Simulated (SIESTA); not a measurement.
The system is Te2Mo2WSe4, a slab with vacuum.

```
CELL_PARAMETERS angstrom
3.40317 0.00000 0.00000
-1.70159 2.94723 0.00000
0.00000 0.00000 31.41740
ATOMIC_POSITIONS crystal
W 0.66667 0.33333 0.00000
Te 0.33333 0.66667 0.94010
Te 0.33333 0.66667 0.05989
Mo 0.33333 0.66667 0.23134
Mo 0.33333 0.66667 0.76865
Se 0.66667 0.33333 0.28381
Se 0.66667 0.33333 0.82117
Se 0.66667 0.33333 0.17883
Se 0.66667 0.33333 0.71619
```

```yaml
Program: SIESTA 5.4.2
Task: single point
Functional: PBEsol
Potentials_or_basis: PseudoDojo 0.4 standard (PBEsol files)
Basis: DZP (energy shift 0.003 Ry; two zetas on semicore shells)
Grid_cutoff: 800 Ry
Energy_shift: 0.003 Ry
k_mesh: 9 × 9 × 1
Occupations: fermi-dirac, width 0.05 eV
Spin: no spin polarisation
```

On this cell: largest force 0.293 eV/Å; band gap on the k mesh 0.31 eV, direct.

The same run follows on a disturbed copy (atoms moved at random, drawn with an rms of 0.05 Å):

```
CELL_PARAMETERS angstrom
3.40317 0.00000 0.00000
-1.70159 2.94723 0.00000
0.00000 0.00000 31.41740
ATOMIC_POSITIONS crystal
W 0.67075 0.33351 0.00009
Te 0.33963 0.65319 0.94020
Te 0.33379 0.68000 0.06048
Mo 0.29478 0.64350 0.23127
Mo 0.32872 0.68189 0.76786
Se 0.65666 0.31416 0.28333
Se 0.67182 0.33023 0.82040
Se 0.65477 0.30989 0.17908
Se 0.65579 0.33192 0.71612
```

Question: What does the disturbed cell give?

Answer: The energy moves by +15.9 meV/atom; largest force 1.518 eV/Å; band gap on the k mesh 0.28 eV, direct.

Forces on the atoms (eV/Å):
```
W   -0.002 -0.021  0.185
Te  -0.214  0.270 -0.140
Te   0.213 -0.254 -0.048
Mo   1.511  0.133 -0.065
Mo   0.563 -0.855  0.308
Se  -0.764 -0.114  0.500
Se  -0.473  0.420  0.383
Se  -0.745 -0.011 -0.538
Se  -0.087  0.430 -0.586
```

Stress tensor (GPa, compression positive):
```
-0.80  0.50  0.07
 0.50 -0.45 -0.55
 0.07 -0.55  1.00
```

Caveats: short orbitals over semicore shells can move pressures by several GPa; spin-orbit coupling is left out, which moves the levels of the heavy elements; the basis of atomic orbitals isn't converged, which shifts pressures, moduli and gaps.

A k mesh can miss the band edges.
